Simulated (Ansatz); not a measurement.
# F₂H₃NSeSn: a ladder of functionals and wavefunction methods

Aim: compute F₂H₃NSeSn with functionals from several rungs and with coupled cluster. The yardstick is the atomisation energy at the CCSD(T) limit.

Program: Ansatz 0.2.0, Gaussian basis. Level of theory: functionals in def2-TZVPP, the program's frozen cores in correlated methods. These are calculated values, not measurements.

Levels to be run: LDA (SPW92), PBE-D4, revPBE-D4, BLYP-D4, r2SCAN-D4, B97M-V, PBE0-D4, B3LYP-D4, r2SCANh-D4, r2SCAN0-D4, HSE06-D4, BHLYP-D4, CAM-B3LYP-D4, LC-ωPBE, ωB97X-V, ωB97M-V, B2PLYP, PBE-QIDH; CCSD(T)/def2-SVP; CCSD(T)/def2-TZVPP; MP2/def2-QZVPP; extrapolation to the limit; RPA on PBE.

1 further run of the same task is left out (for a known fault of the program).

### Step 1. The geometry

The geometry comes from an earlier relaxation with PBE0-D4 in a triple-zeta def2 set; it is a stationary point, not always the lowest conformer. Sn takes the def2 core potential; no spin-orbit term is included.

8 atoms, charge 0, spin multiplicity 1.

Atoms are counted from 1 here; the program's logs count them from 0.

Bond lengths: N1–Sn2 1.992 Å, N1–H6 1.013 Å, N1–H7 1.012 Å, Sn2–F3 1.915 Å, Sn2–F4 1.905 Å, Sn2–Se5 2.482 Å, Se5–H8 1.470 Å. Angles: Sn2–N1–H6 112.3°, Sn2–N1–H7 113.8°, H6–N1–H7 108.8°, N1–Sn2–F3 114.5°, N1–Sn2–F4 103.9°, N1–Sn2–Se5 115.2°, F3–Sn2–F4 102.3°, F3–Sn2–Se5 106.7°, F4–Sn2–Se5 113.8°, Sn2–Se5–H8 89.0°.

Coordinates:

```mol
F2H3NSeSn
  3D, bonds by distance, orders not assigned

  8  7  0  0  0  0  0  0  0  0999 V2000
   -0.3416    1.6722   -0.1441 N   0  0
    0.2333   -0.2344   -0.1922 Sn  0  0
    1.5233   -0.7088    1.1405 F   0  0
    1.2459   -0.3650   -1.8010 F   0  0
   -1.6044   -1.8953   -0.0296 Se  0  0
    0.3854    2.3016   -0.4624 H   0  0
   -0.6646    1.9787    0.7647 H   0  0
   -0.6851   -2.8064    0.6683 H   0  0
  1  2  8  0
  2  3  8  0
  2  4  8  0
  2  5  8  0
  1  6  8  0
  1  7  8  0
  5  8  8  0
M  END
```

### Step 2. LDA

This LDA is Slater exchange with PW92 correlation.

in.yaml

```yaml
crystal:
  periodic: [false, false, false]
  atoms:
    - {symbol: N, position_ang: [-0.341589, 1.672159, -0.144126]}
    - {symbol: Sn, position_ang: [0.233344, -0.234361, -0.192247]}
    - {symbol: F, position_ang: [1.523341, -0.708766, 1.140520]}
    - {symbol: F, position_ang: [1.245858, -0.364961, -1.801039]}
    - {symbol: Se, position_ang: [-1.604445, -1.895299, -0.029607]}
    - {symbol: H, position_ang: [0.385393, 2.301591, -0.462390]}
    - {symbol: H, position_ang: [-0.664580, 1.978696, 0.764713]}
    - {symbol: H, position_ang: [-0.685122, -2.806359, 0.668276]}
basis:
  gaussian: {orbitals: def2-TZVPP}
hamiltonian: {xc: lda}
output: {orbitals: {seedname: orbitals}}
```

Run with:

```console
> ansatz run in.yaml --threads 4 --pin off --events-out ev --progress --plain --max-ram 10444MiB
```

After this run come: PBE-D4 (GGA); revPBE-D4 (GGA); BLYP-D4 (GGA); r2SCAN-D4 (meta-GGA); B97M-V (meta-GGA); PBE0-D4 (hybrid); B3LYP-D4 (hybrid); r2SCANh-D4 (hybrid); r2SCAN0-D4 (hybrid); HSE06-D4 (hybrid); BHLYP-D4 (hybrid); CAM-B3LYP-D4 (range-separated); LC-ωPBE (range-separated); ωB97X-V (range-separated); ωB97M-V (range-separated); B2PLYP (double hybrid); PBE-QIDH (double hybrid); CCSD(T) in def2-SVP; CCSD(T) in def2-TZVPP; MP2 in def2-QZVPP; RPA on PBE orbitals.

Before running them: what should the planned runs give, taken together? Wanted: atomisation energy, CCSD(T)/CBS; farthest beyond LDA; mean size of error, GGA; mean size of error, meta-GGA; mean size of error, hybrid; mean size of error, range-separated; mean size of error, double hybrid; gap, smallest and largest; T1 diagnostic.

**Answer**, as computed:

| quantity | value |
| --- | --- |
| atomisation energy, CCSD(T)/CBS | 2532.6 kJ/mol |
| functionals within 25.3 kJ/mol (1.0 %) | BLYP-D4, B97M-V, ωB97X-V |
| farthest beyond LDA | BHLYP-D4 (-179.6 kJ/mol) |
| mean size of error, GGA | 38.2 kJ/mol |
| mean size of error, meta-GGA | 33.4 kJ/mol |
| mean size of error, hybrid | 98.2 kJ/mol |
| mean size of error, range-separated | 41.3 kJ/mol |
| mean size of error, double hybrid | 89.4 kJ/mol |
| gap, smallest and largest | 3.58 eV (LDA (SPW92)), 10.81 eV (LC-ωPBE) |
| T1 diagnostic | 0.0128 |
| triples share of the correlation energy | 3.3 % |

In words: LDA overbinds by 411.7 kJ/mol (16 %). PBE-D4 is off by +25.8 kJ/mol. Double hybrids carry the basis error of their MP2 part in triple zeta, and no dispersion term here, so their miss is partly the set-up's. Taken by rung, meta-GGA functionals do best (33.4 kJ/mol on average) and hybrid ones worst beyond LDA (98.2 kJ/mol). The gap between the best rungs is small, so their order is not settled. The mean of the hybrids holds BHLYP, with half exact exchange. The reference freezes the cores and leaves out spin-orbit coupling and excitations past (T), and its outer-core shells are covered unevenly, so misses under about 25.3 kJ/mol can't be ranked. All levels share the lack of spin-orbit coupling, which lowers the free heavy atoms and so the true binding. Hartree-Fock recovers 62 % of the binding; the rest is correlation. CCSD(T) in def2-SVP is off by -290.1 kJ/mol, worse than the median functional, from the basis alone. Orbital gaps span 3.6 to 10.8 eV; exact exchange widens them. Correlated methods include outer-core shells of Se, Sn, which these sets cover unevenly.
